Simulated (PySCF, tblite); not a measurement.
# C₅H₈O₂: Lewis adducts, NMR shifts, part 3 of 3

tblite 0.8.0 and PySCF 2.14.0. Atoms count from 0. Earlier steps stand in the parts before.

## (16) Single point (C₅H₉O₃−): wB97X-D3(BJ)/ma-def2-SVP

Geometry: PBE0-D3(BJ)/ma-def2-SVP.

Job settings and geometry (Å):

```
{"job": {"kind": "sp", "xc": "wB97X", "basis": "ma-def2-SVP", "d3": "d3bj", "grid": 2}, "charge": -1, "multiplicity": 1}
O      2.368833     1.082160     1.145180
C      2.006804     0.258382     0.210354
C      0.554484    -0.273878     0.323264
C     -0.494463     0.822882     0.196068
C     -1.730191     0.039479    -0.208901
O     -1.269135    -1.017415    -1.026944
C      0.125191    -1.238983    -0.774672
H      2.089292     0.663354    -0.854940
H      0.476601    -0.755095     1.314461
H     -0.611087     1.403631     1.122111
H     -0.196210     1.522815    -0.605718
H     -2.471737     0.624829    -0.781834
H     -2.246853    -0.367504     0.687126
H      0.687133    -1.041003    -1.707133
H      0.284627    -2.295075    -0.502624
O      2.858680    -0.956787     0.178183
H      3.463077    -0.726262     0.894839
```

Standard output:

```text
coarse grid: 14272 points
cycle   1  E = -421.1412926279  dE =  1.384e+00  |g| = 1.121e+00  |ddm| = 5.009e+00
cycle   2  E = -421.0532348144  dE =  8.806e-02  |g| = 1.375e+00  |ddm| = 1.005e+01
cycle   3  E = -421.4015196940  dE = -3.483e-01  |g| = 1.291e-01  |ddm| = 7.759e+00
cycle   4  E = -421.4039799129  dE = -2.460e-03  |g| = 7.247e-02  |ddm| = 3.160e-01
cycle   5  E = -421.4049857830  dE = -1.006e-03  |g| = 1.212e-02  |ddm| = 2.715e-01
cycle   6  E = -421.4050207270  dE = -3.494e-05  |g| = 3.472e-03  |ddm| = 5.926e-02
cycle   7  E = -421.4050244171  dE = -3.690e-06  |g| = 8.006e-04  |ddm| = 3.056e-02
final grid: 138016 points
cycle   8  E = -421.4867160126  dE = -3.622e-05  |g| = 9.065e-03  |ddm| = 7.091e-02
cycle   9  E = -421.4867127962  dE =  3.216e-06  |g| = 1.032e-02  |ddm| = 2.261e-02
cycle  10  E = -421.4867315589  dE = -1.876e-05  |g| = 3.835e-04  |ddm| = 1.533e-02
cycle  11  E = -421.4867315872  dE = -2.828e-08  |g| = 3.586e-04  |ddm| = 2.930e-03
cycle  12  E = -421.4867316138  dE = -2.658e-08  |g| = 5.761e-05  |ddm| = 1.529e-03
cycle  13  E = -421.4867316149  dE = -1.109e-09  |g| = 2.199e-05  |ddm| = 3.595e-04
converged SCF energy = -421.4867316149
```

It took 11 s on 1 thread of Arm Neoverse V2, shared host; peak memory 0.94 GiB.

## (17) Lewis adducts: wB97X-D3(BJ)/ma-def2-SVP

This step combines the energies above: geometries from PBE0-D3(BJ)/ma-def2-SVP, zero-point and thermal terms from PBE0-D3(BJ)/ma-def2-SVP.

Job settings and geometry (Å):

```
{"job": {"kind": "la", "atoms": [1], "partners": ["H-", "OH-"], "geom": {"xc": "PBE0", "basis": "ma-def2-SVP", "d3": "d3bj", "grid": 1}, "hess": 1, "level": {"xc": "wB97X", "basis": "ma-def2-SVP", "d3": "d3bj"}}, "charge": 0, "multiplicity": 1}
O      2.759875     0.375873     1.204666
C      1.893997     0.373404     0.370938
C      0.508675    -0.175257     0.558846
C     -0.558947     0.920366     0.364187
C     -1.615507     0.209004    -0.473619
O     -0.875087    -0.633056    -1.320519
C      0.147460    -1.204264    -0.545264
H      2.080652     0.803580    -0.650345
H      0.451685    -0.626033     1.559877
H     -0.936483     1.312410     1.318682
H     -0.145005     1.766473    -0.208944
H     -2.223895     0.880158    -1.096034
H     -2.297055    -0.382233     0.171903
H      0.989587    -1.445320    -1.213831
H     -0.191468    -2.146796    -0.075833
```

Output (the driver's rows laid out field by field):

```text
Lewis adducts, wB97X-D3(BJ)/ma-def2-SVP // PBE0-D3(BJ)/ma-def2-SVP

row 1
  formula                 C5H9O2
  charge                  -1
  multiplicity            1
  smiles                  [O-]C[C@H]1CCOC1
  kept                    yes
  pieces                  1
  point_group             C1
  partner                 H-
  start_atom              1
  bound_to                1 C 1.147
  nearest                 1 C 1.147
  parent_bonds_kept       yes
  electronic              193.23
  enthalpy                178.17
  free_energy             146.81
  partner_charge          -0.011

row 2
  formula                 C5H9O3
  charge                  -1
  multiplicity            1
  smiles                  [O-][C@@H](O)[C@H]1CCOC1
  kept                    yes
  pieces                  1
  point_group             C1
  partner                 OH-
  start_atom              1
  bound_to                1 C 1.484
  nearest                 1 C 1.484
  parent_bonds_kept       yes
  electronic              193.93
  enthalpy                187.05
  free_energy             143.29
  partner_charge          -0.365
```

Wall time 44 min (1 thread of Arm Neoverse V2, shared host); peak memory 0.54 GiB.

Some single points behind these values are not shown above.

Energy given off on binding (kJ/mol, gas phase, 298 K for the thermal columns):

```csv
partner,nearest atom,electronic,enthalpy,free energy
H-,"C1, 1.15 Å",193.2,178.2,146.8
OH-,"C1, 1.48 Å",193.9,187.1,143.3
```

## (18) NMR shifts: GIAO PBE0/pcSseg-1

The job, as its differences from that of step 17:

```diff
@@ -1,2 +1,2 @@
-{"job": {"kind": "la", "atoms": [1], "partners": ["H-", "OH-"], "geom": {"xc": "PBE0", "basis": "ma-def2-SVP", "d3": "d3bj", "grid": 1}, "hess": 1, "level": {"xc": "wB97X", "basis": "ma-def2-SVP", "d3": "d3bj"}}, "charge": 0, "multiplicity": 1}
+{"job": {"kind": "nmr", "xc": "PBE0", "basis": "pcSseg-1", "pop": false}, "charge": 0, "multiplicity": 1}
 O      2.759875     0.375873     1.204666
```

Level: GIAO PBE0/pcSseg-1 NMR shielding, non-relativistic, gas phase.

Standard output:

```text
coarse grid: 12568 points
cycle   1  E = -345.1230778897  dE =  1.069e+00  |g| = 8.790e-01  |ddm| = 3.384e+00
cycle   2  E = -344.7058402202  dE =  4.172e-01  |g| = 1.720e+00  |ddm| = 2.229e+00
cycle   3  E = -345.2651153890  dE = -5.593e-01  |g| = 1.862e-01  |ddm| = 1.691e+00
cycle   4  E = -345.2710047905  dE = -5.889e-03  |g| = 9.336e-02  |ddm| = 2.112e-01
cycle   5  E = -345.2725038378  dE = -1.499e-03  |g| = 1.832e-02  |ddm| = 7.074e-02
cycle   6  E = -345.2725667509  dE = -6.291e-05  |g| = 6.792e-03  |ddm| = 1.782e-02
cycle   7  E = -345.2725757144  dE = -8.963e-06  |g| = 1.329e-03  |ddm| = 5.572e-03
final grid: 121432 points
cycle   8  E = -345.3368496638  dE = -8.532e-06  |g| = 1.604e-02  |ddm| = 2.655e-02
cycle   9  E = -345.3367349832  dE =  1.147e-04  |g| = 2.951e-02  |ddm| = 3.028e-02
cycle  10  E = -345.3368966220  dE = -1.616e-04  |g| = 3.010e-03  |ddm| = 2.112e-02
cycle  11  E = -345.3368983064  dE = -1.684e-06  |g| = 3.414e-04  |ddm| = 1.989e-03
cycle  12  E = -345.3368983242  dE = -1.778e-08  |g| = 1.594e-04  |ddm| = 4.007e-04
cycle  13  E = -345.3368983294  dE = -5.252e-09  |g| = 2.917e-05  |ddm| = 1.599e-04
cycle  14  E = -345.3368983296  dE = -1.778e-10  |g| = 8.660e-06  |ddm| = 3.427e-05
converged SCF energy = -345.3368983296

GIAO shielding tensors (ppm)
atom      isotropic    diamagn.    paramagn.     s11        s22        s33       span
  0 O     -355.233     395.736    -750.970   -939.250   -453.003    326.553   1265.804
  1 C      -18.799     248.826    -267.626   -118.981    -14.643     77.226    196.206
  2 C      131.801     252.277    -120.477    115.611    132.374    147.417     31.806
  3 C      153.870     248.291     -94.420    122.869    162.205    176.536     53.667
  4 C      113.546     246.133    -132.587     72.295    104.845    163.497     91.202
  5 O      266.486     396.078    -129.592    190.548    255.065    353.845    163.297
  6 C      115.182     244.618    -129.436     70.306    101.486    173.753    103.447
  7 H       22.033      28.323      -6.290     19.641     20.508     25.950      6.308
  8 H       28.826      32.290      -3.463     25.608     26.902     33.968      8.360
  9 H       29.404      30.032      -0.628     24.842     26.956     36.415     11.573
 10 H       29.617      30.489      -0.871     25.434     27.276     36.142     10.708
 11 H       27.209      28.308      -1.100     23.042     25.515     33.068     10.026
 12 H       27.961      29.332      -1.370     22.958     26.468     34.458     11.500
 13 H       27.320      29.079      -1.758     23.429     25.647     32.886      9.457
 14 H       27.617      29.305      -1.687     22.157     26.896     33.798     11.641
```

It took 12 s on 1 thread of Arm Neoverse V2, shared host; peak memory 0.94 GiB.

No reference compound was run at this level, so shieldings alone are listed.

```csv
atoms,environment,σ (ppm)
C1,aldehyde carbonyl carbon,-18.8
C4,sp3 CH2 bonded to O,113.5
C6,sp3 CH2 bonded to O,115.2
C2,sp3 CH α to a carbonyl,131.8
C3,sp3 CH2 in a ring,153.9
H7,hydrogen on an aldehyde carbonyl carbon,22.03
H11,hydrogen on an sp3 CH2 bonded to O,27.21
H13,hydrogen on an sp3 CH2 bonded to O,27.32
H14,hydrogen on an sp3 CH2 bonded to O,27.62
H12,hydrogen on an sp3 CH2 bonded to O,27.96
H8,hydrogen on an sp3 CH α to a carbonyl,28.83
H9,hydrogen on an sp3 CH2 in a ring,29.40
H10,hydrogen on an sp3 CH2 in a ring,29.62
O0,aldehyde oxygen,-355.2
O5,ether oxygen,266.5
```

Ring of atoms C2, C3, C4, O5, C6: NICS(0) -7.9, NICS(1) -4.0, NICS(1)zz -7.2 ppm (means of both faces).

## (19) NMR shifts (C₅H₉O₂−): GIAO PBE0/pcSseg-1

Job settings and geometry (Å):

```
{"job": {"kind": "nmr", "xc": "PBE0", "basis": "pcSseg-1", "pop": false}, "charge": -1, "multiplicity": 1}
O      2.638616    -0.233069     1.407106
C      1.715732     0.609947     0.989617
C      0.365656    -0.051875     0.599744
C     -0.716636     0.878974     0.060925
C     -1.601241    -0.064953    -0.740736
O     -0.761219    -1.091932    -1.223028
C      0.505596    -1.037371    -0.549437
H      1.987564     1.211743     0.046969
H     -0.009636    -0.585084     1.493631
H     -1.268929     1.413699     0.849724
H     -0.248613     1.634446    -0.597735
H     -2.105102     0.418160    -1.599504
H     -2.394764    -0.499543    -0.096100
H      1.279891    -0.683044    -1.257498
H      0.783932    -2.049830    -0.222629
H      1.424712     1.435727     1.730130
```

Level: GIAO PBE0/pcSseg-1 NMR shielding, non-relativistic, gas phase.

Standard output:

```text
coarse grid: 13184 points
cycle   1  E = -345.6241713777  dE =  9.620e-01  |g| = 1.071e+00  |ddm| = 3.469e+00
cycle   2  E = -340.2143564894  dE =  5.410e+00  |g| = 3.187e+00  |ddm| = 1.838e+01
cycle   3  E = -345.7142174454  dE = -5.500e+00  |g| = 7.667e-01  |ddm| = 1.837e+01
cycle   4  E = -345.8392240384  dE = -1.250e-01  |g| = 3.181e-01  |ddm| = 9.749e-01
cycle   5  E = -345.8622286342  dE = -2.300e-02  |g| = 1.195e-01  |ddm| = 6.442e-01
cycle   6  E = -345.8645316348  dE = -2.303e-03  |g| = 5.683e-02  |ddm| = 2.554e-01
cycle   7  E = -345.8651941109  dE = -6.625e-04  |g| = 6.706e-03  |ddm| = 4.950e-02
cycle   8  E = -345.8652031620  dE = -9.051e-06  |g| = 2.418e-03  |ddm| = 8.112e-03
final grid: 126808 points
cycle   9  E = -345.9295498445  dE = -1.273e-05  |g| = 1.686e-02  |ddm| = 3.330e-02
cycle  10  E = -345.9294577813  dE =  9.206e-05  |g| = 2.799e-02  |ddm| = 4.761e-02
cycle  11  E = -345.9296019773  dE = -1.442e-04  |g| = 2.155e-03  |ddm| = 3.534e-02
cycle  12  E = -345.9296029570  dE = -9.797e-07  |g| = 3.158e-04  |ddm| = 3.668e-03
cycle  13  E = -345.9296029704  dE = -1.340e-08  |g| = 1.721e-04  |ddm| = 4.606e-04
cycle  14  E = -345.9296029759  dE = -5.547e-09  |g| = 2.280e-05  |ddm| = 1.939e-04
cycle  15  E = -345.9296029760  dE = -1.099e-10  |g| = 6.795e-06  |ddm| = 4.295e-05
converged SCF energy = -345.9296029760

GIAO shielding tensors (ppm)
atom      isotropic    diamagn.    paramagn.     s11        s22        s33       span
  0 O      197.097     397.340    -200.243     40.039    255.039    296.213    256.173
  1 C       93.250     232.835    -139.585     57.487     72.329    149.933     92.445
  2 C      128.234     248.218    -119.984    104.347    120.323    160.031     55.684
  3 C      154.195     249.745     -95.550    129.398    162.437    170.749     41.351
  4 C      112.983     243.285    -130.302     75.119    103.585    160.246     85.127
  5 O      289.833     398.473    -108.641    204.129    279.562    385.807    181.678
  6 C      100.786     245.251    -144.465     59.623     91.161    151.575     91.952
  7 H       25.822      27.575      -1.753     21.135     26.706     29.624      8.489
  8 H       29.562      32.410      -2.848     25.319     29.405     33.963      8.644
  9 H       30.108      31.145      -1.036     26.698     27.429     36.197      9.499
 10 H       29.962      30.866      -0.904     25.846     28.663     35.377      9.531
 11 H       27.698      28.831      -1.133     23.501     26.383     33.211      9.710
 12 H       27.880      29.655      -1.774     23.049     26.240     34.352     11.302
 13 H       27.898      30.528      -2.630     23.611     27.060     33.022      9.410
 14 H       27.042      30.098      -3.056     22.737     27.358     31.031      8.294
 15 H       24.911      27.062      -2.151     19.531     26.419     28.783      9.252
```

Wall time 13 s (1 thread of Arm Neoverse V2, shared host); peak memory 0.95 GiB.

No reference compound was run at this level, so shieldings alone are listed.

```csv
atoms,environment,σ (ppm)
C1,"carbon bonded to C, O, 2 H",93.2
C6,"carbon bonded to C, O, 2 H",100.8
C4,"carbon bonded to C, O, 2 H",113.0
C2,"carbon bonded to 3 C, H",128.2
C3,"carbon bonded to 2 C, 2 H",154.2
H15,"hydrogen on a carbon bonded to C, O",24.91
H7,"hydrogen on a carbon bonded to C, O",25.82
H14,"hydrogen on a carbon bonded to C, O",27.04
H11,"hydrogen on a carbon bonded to C, O",27.70
H12,"hydrogen on a carbon bonded to C, O",27.88
H13,"hydrogen on a carbon bonded to C, O",27.90
H8,hydrogen on a carbon bonded to 3 C,29.56
H10,hydrogen on a carbon bonded to 2 C,29.96
H9,hydrogen on a carbon bonded to 2 C,30.11
O0,oxygen bonded to C,197.1
O5,oxygen bonded to 2 C,289.8
```

Ring of atoms C2, C3, C4, O5, C6: NICS(0) -7.6, NICS(1) -3.6, NICS(1)zz -5.7 ppm (means of both faces).

## (20) NMR shifts (C5H9O3−): GIAO PBE0/pcSseg-1

Job settings and geometry (Å):

```
{"job": {"kind": "nmr", "xc": "PBE0", "basis": "pcSseg-1", "pop": false}, "charge": -1, "multiplicity": 1}
O      2.368833     1.082160     1.145180
C      2.006804     0.258382     0.210354
C      0.554484    -0.273878     0.323264
C     -0.494463     0.822882     0.196068
C     -1.730191     0.039479    -0.208901
O     -1.269135    -1.017415    -1.026944
C      0.125191    -1.238983    -0.774672
H      2.089292     0.663354    -0.854940
H      0.476601    -0.755095     1.314461
H     -0.611087     1.403631     1.122111
H     -0.196210     1.522815    -0.605718
H     -2.471737     0.624829    -0.781834
H     -2.246853    -0.367504     0.687126
H      0.687133    -1.041003    -1.707133
H      0.284627    -2.295075    -0.502624
O      2.858680    -0.956787     0.178183
H      3.463077    -0.726262     0.894839
```

With the program's defaults for keys left out, this is: GIAO PBE0/pcSseg-1 NMR shielding, non-relativistic, gas phase.

Standard output:

```text
coarse grid: 14272 points
cycle   1  E = -420.7590916662  dE =  1.155e+00  |g| = 1.168e+00  |ddm| = 3.614e+00
cycle   2  E = -419.2057605857  dE =  1.553e+00  |g| = 2.593e+00  |ddm| = 1.009e+01
cycle   3  E = -420.9337677515  dE = -1.728e+00  |g| = 6.463e-01  |ddm| = 9.886e+00
cycle   4  E = -421.0182877860  dE = -8.452e-02  |g| = 1.525e-01  |ddm| = 8.058e-01
cycle   5  E = -421.0222618499  dE = -3.974e-03  |g| = 5.545e-02  |ddm| = 2.537e-01
cycle   6  E = -421.0227783279  dE = -5.165e-04  |g| = 2.509e-02  |ddm| = 7.169e-02
cycle   7  E = -421.0229107343  dE = -1.324e-04  |g| = 3.198e-03  |ddm| = 2.428e-02
cycle   8  E = -421.0229127241  dE = -1.990e-06  |g| = 1.241e-03  |ddm| = 5.407e-03
final grid: 138016 points
cycle   9  E = -421.1036239751  dE = -3.379e-05  |g| = 1.615e-02  |ddm| = 3.509e-02
cycle  10  E = -421.1035560966  dE =  6.788e-05  |g| = 2.522e-02  |ddm| = 3.330e-02
cycle  11  E = -421.1036712005  dE = -1.151e-04  |g| = 1.547e-03  |ddm| = 2.233e-02
cycle  12  E = -421.1036716531  dE = -4.526e-07  |g| = 4.412e-04  |ddm| = 2.078e-03
cycle  13  E = -421.1036716823  dE = -2.915e-08  |g| = 1.796e-04  |ddm| = 5.898e-04
cycle  14  E = -421.1036716886  dE = -6.281e-09  |g| = 3.086e-05  |ddm| = 1.912e-04
cycle  15  E = -421.1036716888  dE = -1.938e-10  |g| = 1.065e-05  |ddm| = 4.989e-05
converged SCF energy = -421.1036716888

GIAO shielding tensors (ppm)
atom      isotropic    diamagn.    paramagn.     s11        s22        s33       span
  0 O      142.989     399.859    -256.870     61.102    108.192    259.672    198.570
  1 C       72.867     235.076    -162.209     50.541     60.240    107.821     57.280
  2 C      125.929     249.076    -123.147    102.064    116.718    159.004     56.940
  3 C      149.157     247.701     -98.544    122.859    158.586    166.026     43.167
  4 C      111.909     245.087    -133.178     72.766    104.628    158.334     85.568
  5 O      282.280     398.522    -116.243    176.864    286.636    383.340    206.476
  6 C      110.239     245.455    -135.216     67.478     95.211    168.029    100.552
  7 H       25.195      28.584      -3.388     22.689     24.326     28.571      5.883
  8 H       30.126      33.198      -3.072     27.276     29.799     33.303      6.027
  9 H       29.724      31.407      -1.683     25.775     27.936     35.460      9.686
 10 H       29.995      31.164      -1.169     26.039     28.886     35.060      9.021
 11 H       27.739      29.283      -1.544     23.540     26.322     33.357      9.817
 12 H       27.900      30.174      -2.274     23.036     26.301     34.363     11.327
 13 H       27.779      30.261      -2.482     23.109     27.687     32.540      9.431
 14 H       27.736      29.917      -2.181     23.312     28.057     31.838      8.526
 15 O      166.200     388.987    -222.788      1.193    201.139    296.268    295.074
 16 H       32.446      32.578      -0.132     28.152     29.964     39.222     11.070
```

It took 18 s on 1 thread of Arm Neoverse V2, shared host; peak memory 1.1 GiB.

No reference compound was run at this level, so shieldings alone are listed.

| atoms | environment | σ (ppm) |
| --- | --- | --- |
| C1 | carbon bonded to C, 2 O, H | 72.9 |
| C6 | carbon bonded to C, O, 2 H | 110.2 |
| C4 | carbon bonded to C, O, 2 H | 111.9 |
| C2 | carbon bonded to 3 C, H | 125.9 |
| C3 | carbon bonded to 2 C, 2 H | 149.2 |
| H7 | hydrogen on a carbon bonded to C, 2 O | 25.20 |
| H14 | hydrogen on a carbon bonded to C, O | 27.74 |
| H11 | hydrogen on a carbon bonded to C, O | 27.74 |
| H13 | hydrogen on a carbon bonded to C, O | 27.78 |
| H12 | hydrogen on a carbon bonded to C, O | 27.90 |
| H9 | hydrogen on a carbon bonded to 2 C | 29.72 |
| H10 | hydrogen on a carbon bonded to 2 C | 29.99 |
| H8 | hydrogen on a carbon bonded to 3 C | 30.13 |
| H16 | hydrogen on an oxygen bonded to C | 32.45 |
| O0 | oxygen bonded to C | 143.0 |
| O15 | oxygen bonded to C, H | 166.2 |
| O5 | oxygen bonded to 2 C | 282.3 |

Ring of atoms C2, C3, C4, O5, C6: NICS(0) -7.8, NICS(1) -3.8, NICS(1)zz -5.3 ppm (means of both faces).

## (21) Spectra of the species

Job settings and geometry (Å):

```
{"job": {"kind": "la", "atoms": [1], "partners": ["H-", "OH-"], "geom": {"xc": "PBE0", "basis": "ma-def2-SVP", "d3": "d3bj", "grid": 1}, "hess": 1, "level": {"xc": "wB97X", "basis": "ma-def2-SVP", "d3": "d3bj"}, "spectra": true}, "charge": 0, "multiplicity": 1}
O      2.759875     0.375873     1.204666
C      1.893997     0.373404     0.370938
C      0.508675    -0.175257     0.558846
C     -0.558947     0.920366     0.364187
C     -1.615507     0.209004    -0.473619
O     -0.875087    -0.633056    -1.320519
C      0.147460    -1.204264    -0.545264
H      2.080652     0.803580    -0.650345
H      0.451685    -0.626033     1.559877
H     -0.936483     1.312410     1.318682
H     -0.145005     1.766473    -0.208944
H     -2.223895     0.880158    -1.096034
H     -2.297055    -0.382233     0.171903
H      0.989587    -1.445320    -1.213831
H     -0.191468    -2.146796    -0.075833
```

Standard output:

```text
nmr O=C[C@H]1CCOC1 +0: GIAO PBE0/pcSseg-1 NMR shielding, non-relativistic, gas phase
nmr [O-]C[C@H]1CCOC1 -1: GIAO PBE0/pcSseg-1 NMR shielding, non-relativistic, gas phase
nmr [O-][C@@H](O)[C@H]1CCOC1 -1: GIAO PBE0/pcSseg-1 NMR shielding, non-relativistic, gas phase
```

Run time: 43 s. Hardware: 1 thread of Arm Neoverse V2, shared host; peak memory 1.1 GiB.

This step only lists the spectra that were run on the species above.

## (22) Results

The summary covers parts 1 to 3.

```
                                              quantity                                                                                       value
             strongest single infrared mode (GFN2-xTB)                                                                       1792 cm⁻¹, 362 km/mol
                          zero-point energy (GFN2-xTB)                                                                               76.9 kcal/mol
                                           point group                                                                                          C1
                  rotational constants (main isotopes)                                                                        6.39, 1.78, 1.53 GHz
                 surface potential, 1st and 99th percentile                                                                          -1.62 V and 1.09 V
 binding enthalpy (−ΔH), H- (wB97X-D3(BJ)/ma-def2-SVP)                                                                                178.2 kJ/mol
binding enthalpy (−ΔH), OH- (wB97X-D3(BJ)/ma-def2-SVP)                                                                                187.1 kJ/mol
                    shieldings of C, H (PBE0/pcSseg-1)  C1 -18.8, C4 113.5, C6 115.2, C2 131.8, C3 153.9, H7 22.0, H11 27.2, H13 27.3 ppm and more
```

What this shows: No mode is imaginary among the 39: a minimum at this level. The strongest single mode, at 1792 cm⁻¹, moves mainly C1 and O0. GFN2-xTB is a fitted tight-binding method: band positions and strengths are rough. Its intensities can rank the bands wrongly. The optimisation took 11 steps and gained 0.037 eV; among the close pairs (by a distance rule), C1–H7 changed most, from 1.108 to 1.124 Å (PBE0/ma-def2-SVP). At wB97X-D3(BJ)/ma-def2-SVP the binding enthalpy (−ΔH) runs from 178.2 kJ/mol (H-) to 187.1 kJ/mol (OH-). At PBE0/pcSseg-1: The widest tensor belongs to O0: span 1266 ppm, with a paramagnetic part of -751 ppm.
